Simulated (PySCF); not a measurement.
# C3H8ClFSi2: the cost of one run

Programs: PySCF 2.14.0, with routines of our own; each step states its level. All values are computed. Atoms count from 0.

## (1) The starting structure

15 atoms, charge 0, multiplicity 1; geometry from: GFN2-xTB.

## (2) Magnetic properties: GIAO PBE0/pcSseg-1

The job: settings as JSON, then the geometry in Å.

```
{"job": {"kind": "mag", "xc": "PBE0", "basis": "pcSseg-1", "isotopologues": 2}, "charge": 0, "multiplicity": 1}
F     -1.880783     1.626583    -1.078037
C     -1.086692     0.935033    -0.165884
C      0.369012     1.360115    -0.318888
Si     1.453623     0.097383     0.603709
Cl     3.242196    -0.114016    -0.310388
C      0.386553    -1.478158     0.455272
Si    -1.237672    -0.969467    -0.409217
H     -1.463302     1.241627     0.818048
H      0.506891     2.386623     0.022633
H      0.611405     1.351665    -1.384279
H      1.693797     0.484889     1.995673
H      0.181712    -1.895762     1.438279
H      0.896023    -2.262709    -0.099321
H     -2.440241    -1.480075     0.250007
H     -1.236936    -1.275741    -1.839520
```

Method: GIAO PBE0/pcSseg-1 magnetisability, rotational g tensor and spin-rotation constants, non-relativistic, gas phase.

Started as:

```
$ OMP_NUM_THREADS=1 python excited_run.py task.json out
```

The driver reads the jobs from task.json and runs them one after another.

**Question.** How long does this job take on 1 thread of Arm Neoverse V1, shared host, and how much memory does it need?

About 37 s, with a peak of 0.83 GiB.
